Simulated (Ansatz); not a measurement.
HfIn4SiO6 in Ansatz: the effect of functional

HfIn4SiO6:

```
Hf In Si O
1.0
     5.27743    0.00000    0.00000
    -2.63872    4.57039    0.00000
     0.00000    0.00000   10.55905
Hf In Si O
1 4 1 6
Cartesian
  2.6387 1.5234 0.0000
  0.0000 0.0000 3.2148
  0.0000 0.0000 7.3442
  0.0000 3.0469 8.3331
  0.0000 3.0469 2.2260
  0.0000 0.0000 0.0000
  3.2747 3.2219 9.5002
  1.4858 0.1234 1.0589
  0.8498 1.2250 9.5002
  2.0027 3.2219 1.0589
  3.7916 0.1234 9.5002
  4.4277 1.2250 1.0589
```

The cell was built by a generator and needn't be a form met in nature.

Alike in all runs:

```yaml
Program: Ansatz 0.2.0
Task: band structure
Potentials_or_basis: all-electron LAPW, scalar-relativistic
Basis_error_allowed: 0.002 eV/atom
k_mesh: 4 × 4 × 2
Occupations: fermi-dirac, width 0.05 eV
Spin: no spin polarisation
```

Question: One run gave: gap on the mesh 0.38 eV; pressure -5.5 GPa; largest force 0.57 eV/Å. Which functional did it use?
A. LDA
B. RPBE
C. PBE
D. revPBE

Answer: A.

```tsv
functional	cutoff	gap on the mesh (eV)	pressure (GPa)	largest force (eV/Å)
PBE	388 eV	0.35	0.0	0.01
revPBE	388 eV	0.39	1.7	0.14
LDA	387 eV	0.38	-5.5	0.57
RPBE	387 eV	0.38	2.2	0.20
```

Caveats: spin-orbit coupling is left out, which moves the levels of the heavy elements; the mesh misses the band edges, which the band path finds closer together.

Not every run made on this cell is shown here.
